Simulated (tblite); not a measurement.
# C5H11F2NO2: the cost of one run

Computed with tblite 0.8.0 and PySCF 2.14.0; each step states its level. No surroundings beyond the atoms listed, unless a continuum is named. Atoms count from 0, parts from 1.

## 1. Starting point

21 atoms, charge 0, multiplicity 1; geometry: rigid parts in contact. Parts: 1 = atoms 0–11, `CNC(=O)C(F)F`, charge 0; 2 = atoms 12–20, `COC`, charge 0.

## 2. Docking the parts with GFN2-xTB

The job: settings as JSON, then the geometry in Å.

```
{"job": {"kind": "dock", "xc": "GFN2-xTB", "basis": "xTB"}, "charge": 0, "multiplicity": 1, "parts": [{"atoms": "0-11", "charge": 0, "multiplicity": 1}, {"atoms": "12-20", "charge": 0, "multiplicity": 1}]}
C      1.894538     0.048173    -0.142072
N      0.483084     0.341720    -0.101924
C     -0.443111    -0.590959     0.149792
O     -0.238541    -1.761141     0.369388
C     -1.876343    -0.007692     0.132708
F     -1.986688     0.988991     1.047197
F     -2.134715     0.564012    -1.070764
H      2.426799     0.633004     0.608931
H      2.017279    -1.012250     0.069465
H      2.302429     0.272287    -1.128433
H      0.193884     1.293465    -0.273153
H     -2.638615    -0.769611     0.338864
C     -0.284183     3.622823    -0.386377
O      0.977503     3.054953    -0.149737
C      2.023883     3.983234    -0.265922
H     -0.503635     4.422161     0.333245
H     -0.350316     4.037693    -1.400508
H     -1.013769     2.823681    -0.272625
H      1.913859     4.799527     0.459629
H      2.946806     3.442775    -0.065976
H      2.064125     4.414128    -1.274732
```

With the program's defaults for keys left out, this is: GFN2-xTB search for minima from random contacts, gas phase.

The run is started by

```
> OMP_NUM_THREADS=1 python cluster_run.py task.json out
```

This one command runs all jobs of the session in turn.

**Question.** How long does this first job take on 1 thread of Intel Xeon Platinum 8488C, shared host?

About 5.7 s.
